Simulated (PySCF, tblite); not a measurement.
**C2H6SSi, a small gas-phase stand-in for a defect centre: NMR shifts, core binding energies and electronic excitations**

What NMR shifts, core binding energies and electronic excitations should one expect for `C[C]S[SiH3]`? It is drawn as: twofold C.

Computed with tblite 0.8.0 and PySCF 2.14.0; each step states its level. No surroundings beyond the atoms listed, unless a continuum is named. Atoms count from 0, parts from 1.

## 1. The system as given

10 atoms, charge 0, multiplicity 1; geometry: distance geometry start.

## 2. Geometry optimisation with GFN2-xTB

What the job is given:

```
{"job": {"kind": "relax", "xc": "GFN2-xTB", "basis": "xTB"}, "charge": 0, "multiplicity": 1}
C      0.450312     1.183599    -2.102118
C      0.013492     0.753785    -3.424885
S      1.206790     1.881377    -0.626803
Si     0.467257     1.609443     1.388545
H      0.818461     0.309491    -3.934470
H     -0.319238     1.581548    -3.974886
H     -0.753271     0.043829    -3.319001
H      0.317581     0.206608     1.644169
H     -0.827904     2.239766     1.508737
H      1.394303     2.185988     2.323961
```

Method: GFN2-xTB geometry optimisation, gas phase.

On the command line:

```console
$ OMP_NUM_THREADS=1 python cluster_run.py task.json out
```

One launch serves the whole session: the jobs run in the order shown.

What it wrote:

```text
step      E/eV     max force
  0    -330.68035    4.647
  1    -331.30811    3.282
  2    -331.43300    5.167
  3    -331.60539    1.252
  4    -331.66930    1.045
  5    -331.93176    1.617
  6    -332.00437    1.419
  7    -332.05877    0.963
  8    -332.16148    1.389
  9    -332.29532    2.153
 10    -332.44014    2.363
 11    -332.53264    1.912
 12    -332.70648    0.964
 13    -332.74279    0.944
 14    -332.80195    0.711
 15    -332.88471    0.916
 16    -332.90848    0.413
 17    -332.91976    0.493
 18    -332.92523    0.271
 19    -332.93088    0.157
 20    -332.93382    0.103
 21    -332.93468    0.089
 22    -332.93538    0.063
 23    -332.93595    0.066
 24    -332.93642    0.068
 25    -332.93683    0.080
 26    -332.93743    0.081
 27    -332.93833    0.101
 28    -332.93931    0.102
 29    -332.94002    0.071
 30    -332.94057    0.089
 31    -332.94135    0.104
 32    -332.94290    0.152
 33    -332.94574    0.216
 34    -332.94943    0.210
 35    -332.95250    0.130
 36    -332.95427    0.089
 37    -332.95525    0.094
 38    -332.95668    0.117
 39    -332.95822    0.090
 40    -332.95939    0.099
 41    -332.96007    0.081
 42    -332.96068    0.087
 43    -332.96148    0.092
 44    -332.96218    0.063
 45    -332.96252    0.041
 46    -332.96268    0.032
 47    -332.96280    0.029
 48    -332.96291    0.023
 49    -332.96299    0.025
 50    -332.96306    0.024
 51    -332.96312    0.025
 52    -332.96317    0.024
 53    -332.96323    0.025
 54    -332.96332    0.034
 55    -332.96347    0.045
 56    -332.96379    0.062
 57    -332.96439    0.081
 58    -332.96524    0.084
 59    -332.96609    0.076
 60    -332.96671    0.067
 61    -332.96706    0.045
 62    -332.96714    0.097
 63    -332.96753    0.039
 64    -332.96763    0.020
 65    -332.96768    0.014
 66    -332.96769    0.013
 67    -332.96773    0.012
 68    -332.96775    0.013
 69    -332.96778    0.012
 70    -332.96780    0.011
 71    -332.96782    0.012
 72    -332.96783    0.013
 73    -332.96786    0.014
 74    -332.96789    0.014
 75    -332.96794    0.018
 76    -332.96798    0.017
 77    -332.96800    0.012
 78    -332.96802    0.014
 79    -332.96805    0.019
 80    -332.96810    0.024
 81    -332.96821    0.032
 82    -332.96832    0.031
 83    -332.96836    0.051
 84    -332.96845    0.016
 85    -332.96849    0.010
 86    -332.96851    0.010
 87    -332.96854    0.013
 88    -332.96856    0.015
 89    -332.96861    0.015
 90    -332.96864    0.011
 91    -332.96866    0.012
 92    -332.96867    0.014
 93    -332.96869    0.015
 94    -332.96873    0.021
 95    -332.96879    0.029
 96    -332.96891    0.035
 97    -332.96910    0.046
 98    -332.96938    0.055
 99    -332.96973    0.052
100    -332.97009    0.050
101    -332.97026    0.026
102    -332.97035    0.036
103    -332.97041    0.027
104    -332.97045    0.025
105    -332.97050    0.023
106    -332.97055    0.020
107    -332.97058    0.011
108    -332.97060    0.008
109    -332.97061    0.008
110    -332.97062    0.008
111    -332.97063    0.009
112    -332.97063    0.007
```

Run time: 1.7 s. Hardware: 1 thread of Arm Neoverse V1, shared host.

Step by step:

```csv
step,energy from step 0 (eV),largest force (eV/Å)
0,0.0000,4.6475
4,-0.9890,1.0455
8,-1.4811,1.3898
12,-2.0261,0.9634
16,-2.2281,0.4122
20,-2.2535,0.1028
24,-2.2561,0.0677
28,-2.2590,0.1018
32,-2.2626,0.1525
36,-2.2739,0.0896
40,-2.2790,0.0990
44,-2.2818,0.0633
48,-2.2826,0.0232
52,-2.2828,0.0240
56,-2.2834,0.0622
60,-2.2864,0.0671
64,-2.2873,0.0202
68,-2.2874,0.0123
72,-2.2875,0.0136
76,-2.2876,0.0170
80,-2.2878,0.0247
84,-2.2881,0.0161
88,-2.2882,0.0150
92,-2.2883,0.0134
96,-2.2886,0.0345
100,-2.2897,0.0503
104,-2.2901,0.0244
108,-2.2903,0.0081
112,-2.2903,0.0070
```

Distances of close pairs at the start and the end, largest changes first:

| bond | before (Å) | after (Å) | change (Å) |
| --- | --- | --- | --- |
| C0–S2 | 1.799 | 1.684 | -0.115 |
| C1–H5 | 1.048 | 1.092 | +0.044 |
| C1–H6 | 1.050 | 1.092 | +0.042 |
| C1–H4 | 1.051 | 1.093 | +0.041 |
| C0–C1 | 1.458 | 1.485 | +0.027 |
| S2–Si3 | 2.164 | 2.190 | +0.026 |
| Si3–H9 | 1.438 | 1.459 | +0.021 |
| Si3–H7 | 1.434 | 1.453 | +0.019 |

## 3. Relaxing the molecule at PBE0-D3(BJ)/def2-SVP

What the job is given:

```
{"job": {"xc": "PBE0", "basis": "def2-SVP", "d3": "d3bj", "grid": 2, "kind": "geom", "shake": 0.01}, "charge": 0, "multiplicity": 1}
C     -0.280251    -0.184761    -0.541353
C     -0.254119    -0.370941    -2.017088
S      1.127109     0.327000     0.153991
Si     0.226737     0.372149     2.129857
H      0.708370    -0.189821    -2.514547
H     -1.017631     0.279708    -2.460177
H     -0.556842    -1.395782    -2.205937
H     -0.254397    -0.983656     2.349899
H     -0.888563     1.338983     2.028068
H      1.231139     0.781538     3.078760
```

What it wrote:

```text
step   0  E = -766.78094015  max force = 0.022527
step   1  E = -766.78483732  max force = 0.003091
step   2  E = -766.78496340  max force = 0.001840
step   3  E = -766.78497471  max force = 0.000808
step   4  E = -766.78499541  max force = 0.000240
step   5  E = -766.78499665  max force = 0.000121
optimisation converged
```

It took 26 s on 1 thread of Arm Neoverse V1, shared host; peak memory 0.5 GiB.

Relaxation path:

| step | energy from step 0 (eV) | largest force component (eV/Å) |
| --- | --- | --- |
| 0 | 0.0000 | 1.1584 |
| 1 | -0.1060 | 0.1589 |
| 2 | -0.1095 | 0.0946 |
| 3 | -0.1098 | 0.0415 |
| 4 | -0.1103 | 0.0123 |
| 5 | -0.1104 | 0.0062 |

Close pairs (by a distance rule), those that changed most:

```csv
bond,before (Å),after (Å),change (Å)
Si3–H9,1.441,1.496,+0.055
C0–S2,1.651,1.691,+0.040
Si3–H7,1.455,1.487,+0.031
C1–H6,1.085,1.105,+0.020
S2–Si3,2.172,2.187,+0.015
C1–H4,1.098,1.107,+0.009
C1–H5,1.097,1.105,+0.009
Si3–H8,1.480,1.487,+0.007
```

The next job starts from the end point, and lists it.

```
                         at the end point                 value
  point group (found at 0.08 Å tolerance)                    Cs
rotational constants (GHz, main isotopes)  13.306, 2.265, 2.006
                        dipole moment (D)                  0.66
```

## 4. Nuclear shieldings: PBE0/pcSseg-2

What the job is given:

```
{"job": {"kind": "nmr", "xc": "PBE0", "basis": "pcSseg-2"}, "charge": 0, "multiplicity": 1}
C     -0.347540    -0.186490    -0.602000
C     -0.172446    -0.354404    -2.065597
S      1.074929     0.309242     0.166454
Si     0.154563     0.355030     2.149459
H      0.819951    -0.150779    -2.512295
H     -0.936423     0.273686    -2.559048
H     -0.485602    -1.384895    -2.314074
H     -0.320116    -1.013593     2.483354
H     -0.954635     1.344713     2.134369
H      1.209072     0.782557     3.120411
```

Level: GIAO PBE0/pcSseg-2 NMR shielding, non-relativistic, gas phase.

What it wrote:

```text
coarse grid: 9144 points
cycle   1  E = -767.0922633567  dE =  1.115e-01  |g| = 2.784e-01  |ddm| = 2.283e+00
cycle   2  E = -767.0894596627  dE =  2.804e-03  |g| = 2.828e-01  |ddm| = 5.516e-01
cycle   3  E = -767.1090600576  dE = -1.960e-02  |g| = 8.285e-02  |ddm| = 3.134e-01
cycle   4  E = -767.1106888238  dE = -1.629e-03  |g| = 3.613e-02  |ddm| = 9.521e-02
cycle   5  E = -767.1110169478  dE = -3.281e-04  |g| = 5.234e-03  |ddm| = 3.838e-02
cycle   6  E = -767.1110236175  dE = -6.670e-06  |g| = 1.723e-03  |ddm| = 7.449e-03
final grid: 78320 points
cycle   7  E = -767.1208636512  dE = -3.924e-05  |g| = 7.106e-03  |ddm| = 2.667e-02
cycle   8  E = -767.1208416483  dE =  2.200e-05  |g| = 1.121e-02  |ddm| = 1.416e-02
cycle   9  E = -767.1208748193  dE = -3.317e-05  |g| = 1.644e-03  |ddm| = 1.051e-02
cycle  10  E = -767.1208755487  dE = -7.294e-07  |g| = 2.613e-04  |ddm| = 1.783e-03
cycle  11  E = -767.1208755655  dE = -1.680e-08  |g| = 5.818e-05  |ddm| = 2.406e-04
cycle  12  E = -767.1208755664  dE = -8.804e-10  |g| = 1.012e-05  |ddm| = 6.168e-05
converged SCF energy = -767.1208755664

GIAO shielding tensors (ppm)
atom      isotropic    diamagn.    paramagn.     s11        s22        s33       span
  0 C     -497.372     254.467    -751.839  -1430.265   -265.152    203.300   1633.565
  1 C      116.119     240.734    -124.615     67.870    129.514    150.973     83.104
  2 S      -54.489    1058.251   -1112.740   -869.009    332.834    372.708   1241.717
  3 Si     400.441     878.038    -477.596    372.009    391.281    438.035     66.026
  4 H       27.299      28.931      -1.633     25.691     26.879     29.327      3.637
  5 H       25.044      28.276      -3.231     19.403     27.119     28.610      9.207
  6 H       25.065      28.265      -3.199     19.428     27.151     28.617      9.189
  7 H       26.349      28.764      -2.415     23.435     24.528     31.084      7.649
  8 H       26.351      28.767      -2.415     23.438     24.528     31.088      7.650
  9 H       25.672      28.419      -2.747     23.402     24.171     29.442      6.040
```

Run time: 28 s. Hardware: 1 thread of Arm Neoverse V1, shared host; peak memory 0.96 GiB.

Shifts follow as δ = σ(reference) − σ, with reference shieldings (ppm) from runs at the same level and on the same kind of geometry: ¹H TMS 31.25, ¹³C TMS 184.1, ²⁹Si TMS 341.3, ³³S CS2 503. The references are single molecules in the gas phase. Atoms listed in one row are averaged.

```csv
atoms,environment,σ (ppm),δ (ppm)
C0,"carbon bonded to C, S",-497.4,681.5
C1,"carbon bonded to C, 3 H",116.1,68.0
"H5, H6",hydrogen on a carbon bonded to C,25.05,6.19
H9,hydrogen on a silicon bonded to S,25.67,5.57
"H7, H8",hydrogen on a silicon bonded to S,26.35,4.89
H4,hydrogen on a carbon bonded to C,27.30,3.95
S2,"sulfur bonded to C, Si",-54,557
Si3,"silicon bonded to S, 3 H",400.4,-59.2
```

The run also stored atomic charges by several schemes (e):

```csv
atoms,Mulliken,IAO,Hirshfeld,ESP fit
C0,-0.21,-0.35,-0.11,-0.48
C1,-0.07,-0.44,-0.14,0.39
S2,-0.06,0.05,0.01,0.05
Si3,0.53,0.56,0.29,0.23
```

Mayer bond orders: C0–C1 1.01, C0–S2 1.38, S2–Si3 0.92.

## 5. X-ray photoelectron lines: SCAN, X2C

Same as in step 4 but for these lines:

```diff
@@ -1,2 +1,2 @@
-{"job": {"kind": "nmr", "xc": "PBE0", "basis": "pcSseg-2"}, "charge": 0, "multiplicity": 1}
+{"job": {"kind": "xps", "holes": 5}, "charge": 0, "multiplicity": 1}
 C     -0.347540    -0.186490    -0.602000
```

Level: delta-SCF UKS SCAN, pcX-2 on the ionised atom, pcseg-1 elsewhere, spin-free X2C.

What it wrote:

```text
ground state, core basis on atom 0 (C), 125 functions
  cycle   1  E = -768.88868598  |g| = 3.34e-01
  cycle   2  E = -768.84812737  |g| = 4.79e-01
  cycle   3  E = -768.91293772  |g| = 1.61e-01
  cycle   4  E = -768.92024603  |g| = 4.45e-02
  cycle   5  E = -768.92080355  |g| = 9.67e-03
  cycle   6  E = -768.92083348  |g| = 2.90e-03
  cycle   7  E = -768.92083549  |g| = 6.66e-04
  cycle   8  E = -768.92083375  |g| = 3.28e-04
  E(ground) = -768.96894967 Eh
hole in C 1s of atom 0
  cycle   1  E = -757.63474909  |g| = 1.49e+00
  cycle   2  E = -755.18885189  |g| = 2.48e+00
  cycle   3  E = -758.01322174  |g| = 5.73e-01
  cycle   4  E = -758.00409277  |g| = 5.99e-01
  cycle   5  E = -758.18153012  |g| = 2.41e-01
  cycle   6  E = -758.22239654  |g| = 6.45e-02
  cycle   7  E = -758.22561467  |g| = 1.91e-02
  cycle   8  E = -758.22608620  |g| = 1.69e-02
  cycle   9  E = -758.22642015  |g| = 1.23e-02
  cycle  10  E = -758.22664520  |g| = 7.44e-03
  cycle  11  E = -758.22669527  |g| = 2.47e-03
  cycle  12  E = -758.22669950  |g| = 1.06e-03
  cycle  13  E = -758.22670084  |g| = 2.85e-04
  E(ion) = -758.27622721 Eh   <S^2> = 1.0126   hole on atom = 1.000   binding energy = 290.964 eV
ground state, core basis on atom 1 (C), 125 functions
  cycle   1  E = -768.91843455  |g| = 5.74e-02
  cycle   2  E = -768.91834966  |g| = 2.42e-02
  cycle   3  E = -768.91817718  |g| = 3.34e-02
  cycle   4  E = -768.91848300  |g| = 9.32e-03
  cycle   5  E = -768.91850911  |g| = 5.34e-04
  cycle   6  E = -768.91850690  |g| = 8.81e-05
  E(ground) = -768.96642854 Eh
hole in C 1s of atom 1
  cycle   1  E = -757.66431458  |g| = 1.50e+00
  cycle   2  E = -756.72288385  |g| = 1.92e+00
  cycle   3  E = -758.02161081  |g| = 5.75e-01
  cycle   4  E = -757.95927423  |g| = 6.60e-01
  cycle   5  E = -758.22738581  |g| = 6.68e-02
  cycle   6  E = -758.22903589  |g| = 2.91e-02
  cycle   7  E = -758.22959169  |g| = 6.33e-03
  cycle   8  E = -758.22962268  |g| = 2.05e-03
  cycle   9  E = -758.22962580  |g| = 1.12e-03
  cycle  10  E = -758.22962617  |g| = 5.26e-04
  cycle  11  E = -758.22962654  |g| = 1.19e-04
  E(ion) = -758.27611026 Eh   <S^2> = 0.7684   hole on atom = 1.000   binding energy = 290.898 eV
ground state, core basis on atom 2 (S), 136 functions
  cycle   1  E = -769.06690868  |g| = 4.05e-01
  cycle   2  E = -769.06592182  |g| = 6.69e-02
  cycle   3  E = -769.05868235  |g| = 1.68e-01
  cycle   4  E = -769.06730933  |g| = 8.28e-03
  cycle   5  E = -769.06732417  |g| = 4.12e-03
  cycle   6  E = -769.06733107  |g| = 5.53e-04
  cycle   7  E = -769.06733030  |g| = 1.37e-04
  E(ground) = -769.10138541 Eh
hole in S 2p of atom 2
  cycle   1  E = -762.35948618  |g| = 1.53e+00
  cycle   2  E = -761.78046936  |g| = 1.59e+00
  cycle   3  E = -762.55493141  |g| = 6.43e-01
  cycle   4  E = -762.77958646  |g| = 2.48e-01
  cycle   5  E = -762.80278666  |g| = 1.39e-01
  cycle   6  E = -762.81397551  |g| = 3.19e-02
  cycle   7  E = -762.81443984  |g| = 1.33e-02
  cycle   8  E = -762.81453525  |g| = 2.13e-03
  cycle   9  E = -762.81453544  |g| = 1.06e-03
  cycle  10  E = -762.81453622  |g| = 2.73e-04
  E(ion) = -762.85339731 Eh   <S^2> = 0.7544   hole on atom = 1.001   binding energy = 170.016 eV
  2p3/2 = 169.554 eV   2p1/2 = 170.781 eV
ground state, core basis on atom 3 (Si), 136 functions
  cycle   1  E = -769.01143996  |g| = 2.89e-01
  cycle   2  E = -769.00987951  |g| = 8.37e-02
  cycle   3  E = -769.00299958  |g| = 1.66e-01
  cycle   4  E = -769.01185362  |g| = 1.18e-02
  cycle   5  E = -769.01188139  |g| = 2.60e-03
  cycle   6  E = -769.01188323  |g| = 5.18e-04
  cycle   7  E = -769.01188334  |g| = 1.97e-04
  E(ground) = -769.01817825 Eh
hole in Si 2p of atom 3
  cycle   1  E = -764.72042449  |g| = 1.23e+00
  cycle   2  E = -763.67711770  |g| = 1.50e+00
  cycle   3  E = -764.37371607  |g| = 1.02e+00
  cycle   4  E = -765.00726349  |g| = 2.46e-01
  cycle   5  E = -765.02380232  |g| = 2.02e-01
  cycle   6  E = -765.05077379  |g| = 3.25e-02
  cycle   7  E = -765.05144656  |g| = 7.76e-03
  cycle   8  E = -765.05147690  |g| = 4.25e-03
  cycle   9  E = -765.05148741  |g| = 1.03e-03
  cycle  10  E = -765.05148936  |g| = 3.60e-04
  E(ion) = -765.07061997 Eh   <S^2> = 0.7546   hole on atom = 1.002   binding energy = 107.419 eV
  2p3/2 = 107.168 eV   2p1/2 = 107.792 eV
```

It took 23 s on 1 thread of Arm Neoverse V1, shared host; peak memory 0.48 GiB.

Binding energies by hole, beside the orbital energy of the ground state; the difference holds orbital relaxation and, for a density functional, its self-interaction error:

```
       hole  stands for               environment  ΔSCF (eV; 2p as the shell's mean)  −ε (eV)   ⟨S²⟩
  C1s on C0          C0     carbon bonded to C, S                  290.96 (doubtful)    274.7  1.013
  C1s on C1          C1   carbon bonded to C, 3 H                             290.90    273.9  0.768
  S2p on S2          S2    sulfur bonded to C, Si                             169.96    158.7  0.754
Si2p on Si3         Si3  silicon bonded to S, 3 H                             107.38     96.8  0.755
```

Doubtful: the ion did not converge, its hole moved, or its ⟨S²⟩ is well above 0.75.

With the spin-orbit splitting: S2 2p3/2 169.55, 2p1/2 170.78 eV; Si3 2p3/2 107.17, 2p1/2 107.79 eV. The table gives each 2p level as the mean over the whole 2p shell (two parts 2p3/2, one part 2p1/2), which differs a little from the single hole in the log.

## 6. Ultraviolet spectrum: CAM-B3LYP/def2-SVPD

Same as in step 5 but for these lines:

```diff
@@ -1,2 +1,2 @@
-{"job": {"kind": "xps", "holes": 5}, "charge": 0, "multiplicity": 1}
+{"job": {"kind": "uv", "xc": "CAM-B3LYP", "basis": "def2-SVPD", "nstates": 6, "ntriplets": 2, "ip": true}, "charge": 0, "multiplicity": 1}
 C     -0.347540    -0.186490    -0.602000
```

With the program's defaults for keys left out, this is: TDDFT CAM-B3LYP/def2-SVPD, vertical, gas phase, core orbitals frozen in the response.

What it wrote:

```text
coarse grid: 9144 points
cycle   1  E = -767.0052183540  dE =  1.197e-01  |g| = 2.275e-01  |ddm| = 3.772e+00
cycle   2  E = -767.0187448752  dE = -1.353e-02  |g| = 1.359e-01  |ddm| = 6.813e-01
cycle   3  E = -767.0237644754  dE = -5.020e-03  |g| = 3.545e-02  |ddm| = 2.784e-01
cycle   4  E = -767.0241506460  dE = -3.862e-04  |g| = 9.084e-03  |ddm| = 8.102e-02
cycle   5  E = -767.0241769128  dE = -2.627e-05  |g| = 5.421e-03  |ddm| = 4.073e-02
cycle   6  E = -767.0241864362  dE = -9.523e-06  |g| = 1.335e-03  |ddm| = 1.041e-02
final grid: 78320 points
cycle   7  E = -767.1131418396  dE = -9.865e-06  |g| = 2.857e-03  |ddm| = 2.906e-02
cycle   8  E = -767.1131408485  dE =  9.912e-07  |g| = 3.400e-03  |ddm| = 9.371e-03
cycle   9  E = -767.1131440931  dE = -3.245e-06  |g| = 3.522e-04  |ddm| = 5.331e-03
cycle  10  E = -767.1131441268  dE = -3.367e-08  |g| = 8.317e-05  |ddm| = 6.812e-04
cycle  11  E = -767.1131441291  dE = -2.360e-09  |g| = 1.963e-05  |ddm| = 2.306e-04
cycle  12  E = -767.1131441293  dE = -1.926e-10  |g| = 4.991e-06  |ddm| = 5.357e-05
converged SCF energy = -767.1131441293

Static polarisability (au): isotropic 77.439, principal 59.329 71.127 101.861

Singlet excitations
state   eV       nm        f      main configurations
  1   2.2252    557.2   0.00144   H->L 0.98
  2   5.0549    245.3   0.02386   H->L+1 0.85
  3   5.6254    220.4   0.06029   H-1->L 0.62, H->L+2 0.23
  4   5.8852    210.7   0.04050   H->L+2 0.58, H-1->L 0.21
  5   6.0114    206.2   0.00161   H-2->L 0.96
  6   6.3253    196.0   0.08461   H->L+3 0.80

Triplet excitations (Tamm-Dancoff, eV): 1.0446 4.1805
Vertical ionisation energy (delta-SCF) = 8.1455 eV
Vertical electron affinity (delta-SCF) = 0.3094 eV
```

Wall time 37 s (1 thread of Arm Neoverse V1, shared host); peak memory 0.71 GiB.

Frontier orbitals and where they lie:

```
orbital      eV                       atoms
 HOMO−3  -11.23  Si3 36 %, H9 24 %, S2 14 %
 HOMO−2  -10.87  S2 36 %, Si3 18 %, C1 16 %
 HOMO−1   -9.81  S2 54 %, C0 16 %, Si3 11 %
   HOMO   -7.45   C0 59 %, S2 21 %, C1 10 %
   LUMO   -0.84   C0 50 %, S2 26 %, C1 10 %
 LUMO+1    0.72  Si3 33 %, S2 30 %, H8 10 %
 LUMO+2    1.15   Si3 37 %, S2 33 %, H7 8 %
```

With each of the 6 states as a Gaussian band of 0.4 eV half-width at 1/e, the curve within the window shown has maxima at 557 nm (ε 58), 203 nm (ε 4,400) L/(mol cm). Beyond the last state computed it falls off for lack of states. The curve at chosen wavelengths:

```json
{"nm": "187", "ε (L/mol/cm)": "2016"}
{"nm": "210", "ε (L/mol/cm)": "4339"}
{"nm": "233", "ε (L/mol/cm)": "2208"}
{"nm": "256", "ε (L/mol/cm)": "779"}
{"nm": "279", "ε (L/mol/cm)": "93"}
{"nm": "302", "ε (L/mol/cm)": "3"}
{"nm": "325", "ε (L/mol/cm)": "0"}
{"nm": "348", "ε (L/mol/cm)": "0"}
{"nm": "371", "ε (L/mol/cm)": "0"}
{"nm": "394", "ε (L/mol/cm)": "0"}
{"nm": "417", "ε (L/mol/cm)": "2"}
{"nm": "440", "ε (L/mol/cm)": "7"}
{"nm": "463", "ε (L/mol/cm)": "16"}
{"nm": "486", "ε (L/mol/cm)": "30"}
{"nm": "509", "ε (L/mol/cm)": "44"}
{"nm": "532", "ε (L/mol/cm)": "54"}
{"nm": "555", "ε (L/mol/cm)": "58"}
{"nm": "578", "ε (L/mol/cm)": "56"}
{"nm": "601", "ε (L/mol/cm)": "49"}
{"nm": "624", "ε (L/mol/cm)": "41"}
{"nm": "647", "ε (L/mol/cm)": "32"}
{"nm": "670", "ε (L/mol/cm)": "24"}
{"nm": "693", "ε (L/mol/cm)": "18"}
{"nm": "716", "ε (L/mol/cm)": "13"}
{"nm": "739", "ε (L/mol/cm)": "9"}
{"nm": "762", "ε (L/mol/cm)": "6"}
```

Ground-state properties from the same run:

```
           property  computed
  dipole moment (D)      0.65
polarisability (Å³)     11.48
 HOMO–LUMO gap (eV)      6.61
      −ε(HOMO) (eV)      7.45
```

## 7. Results

| quantity | value |
| --- | --- |
| point group | Cs |
| rotational constants (main isotopes) | 13.31, 2.26, 2.01 GHz |
| ¹³C shifts against TMS (PBE0/pcSseg-2) | 681.5, 68.0 ppm |
| ¹H shifts against TMS (PBE0/pcSseg-2, means over atoms taken as alike) | 6.19, 5.57, 4.89, 3.95 ppm |
| ³³S shifts against CS2 (PBE0/pcSseg-2) | 557 ppm |
| ²⁹Si shifts against TMS (PBE0/pcSseg-2) | -59.2 ppm |
| C1s binding energies, SCAN/pcX-2 (standing for 1 of 2 atoms) | C1 290.90 eV |
| S2p binding energies, SCAN/pcX-2 | S2 169.96 eV |
| Si2p binding energies, SCAN/pcX-2 | Si3 107.38 eV |
| lowest singlet (CAM-B3LYP/def2-SVPD) | 2.23 eV (557 nm), f = 0.001 |
| brightest single state of those computed | state 6, 6.33 eV, f = 0.085 |
| lowest triplet | 1.04 eV |
| vertical ionisation energy (ΔSCF) | 8.15 eV |
| vertical electron affinity (ΔSCF) | 0.31 eV |

**Reading.** The start of the PBE0/def2-SVP relaxation was shaken at random by about 0.01 Å, so part of the energy gained, and of the first lengths quoted, undoes that. Over 5 steps the energy fell by 0.110 eV; of the close pairs, Si3–H9 changed most, 1.441 to 1.496 Å (PBE0/def2-SVP). Hydrogens of an XH3 group are listed apart at this fixed geometry; free rotation makes them one line at their mean. At PBE0/pcSseg-2: Shielding is most anisotropic at C0 (span 1634 ppm, paramagnetic term -752 ppm). The lowest singlet, at 2.23 eV, is HOMO→LUMO 0.98 and is weak; of the 6 states computed, the strongest absorption comes from state 6 at 6.33 eV (the last computed, so partners may be missing). The lowest triplet lies 1.18 eV below the lowest singlet (triplets in Tamm-Dancoff, singlets in full TDDFT). ΔSCF puts the ionisation energy at 8.15 eV, 0.70 eV above −ε(HOMO).
